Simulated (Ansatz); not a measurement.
AlBFHOS, SMILES FB1[O][AlH][S]1, a single point in a Gaussian basis

Program: Ansatz's Python interface.

`energy.py`:
```python
# -*- coding: utf-8 -*-
"""Electronic structure of the AlBFHOS molecule."""

from pathlib import Path

import ansatz as az
from ase import Atoms
import numpy as np


def main():
    atoms = Atoms(["F", "B", "O", "Al", "S", "H"], positions=[
        [-1.0148, 1.9726, 0.4498],
        [0.0743, 1.2053, 0.0772],
        [0.8044, 0.1922, 0.8319],
        [0.4454, -1.303, -0.0643],
        [0.4759, 0.2725, -1.571],
        [-0.7432, -2.4036, 0.2303],
    ])
    system = az.Crystal.molecule_from_ase(atoms)

    calc = system.calculation().basis(gaussian="def2-SVP").functional("pbe").forces().orbitals()
    out = calc.run(runs_dir="runs")
    r = out.report

    print(f"E = {r['free_energy_ev']:.6f} eV = {r['free_energy_ev'] / 27.211386246:.7f} Ha")
    print("converged:", r["converged"], " doubts:", r["published_state_doubts"] or "none")

    symbols = [site.symbol for site in system.cartesian_sites]
    forces = np.array(r["forces_ev_ang"])
    print("largest force", round(float(np.linalg.norm(forces, axis=1).max()), 4), "eV/A, rms", round(float(np.sqrt((forces ** 2).mean())), 4))

    charges = r["charge_distribution"]
    print("dipole moment", round(4.803205 * float(np.linalg.norm(charges["dipole_moment_e_ang"])), 3), "D")
    print("Mulliken:", [(s, round(q, 3)) for s, q in zip(symbols, charges["mulliken_charges_e"])])

    lines = Path(r["orbitals_path"]).read_text().splitlines()
    field_of = lambda key: [line.split("=")[1].strip() for line in lines if line.startswith(key)]
    orbitals = [(27.211386 * float(e), s, float(n)) for e, s, n in zip(field_of("Ene="), field_of("Spin="), field_of("Occup="))]
    homo = max(e for e, _, n in orbitals if n > 0.5)
    lumo = min(e for e, _, n in orbitals if n < 0.5)
    print(f"HOMO {homo:.3f} eV, LUMO {lumo:.3f} eV, gap {lumo - homo:.3f} eV")


if __name__ == "__main__":
    main()
```

```console
$ python energy.py
E = -22868.244160 eV = -840.3924722 Ha
converged: True  doubts: none
largest force 4.2234 eV/A, rms 1.7036
dipole moment 3.124 D
Mulliken: [('F', -0.088), ('B', 0.264), ('O', -0.374), ('Al', 0.576), ('S', -0.291), ('H', -0.086)]
HOMO -5.216 eV, LUMO -3.705 eV, gap 1.512 eV
```

Total energies depend on the basis set; only differences at equal settings carry meaning. The geometry is a force-field or estimated start, not a minimum of this method, and the basis set is short of its limit. Levels such as HOMO and LUMO are orbital energies: with these approximate functionals they aren't the ionisation energy and electron affinity, and their gap isn't the fundamental gap. The orbitals are restricted, and with so small a gap a broken-symmetry state can lie lower. It ran for 2.7 s on 1 thread of Arm Neoverse V1 (shared host), peak memory 0.19 GiB.

(A comment or docstring line of the script was reworded after the run, the code is as it ran; lines on the test bed's own set-up are left out of the output.)
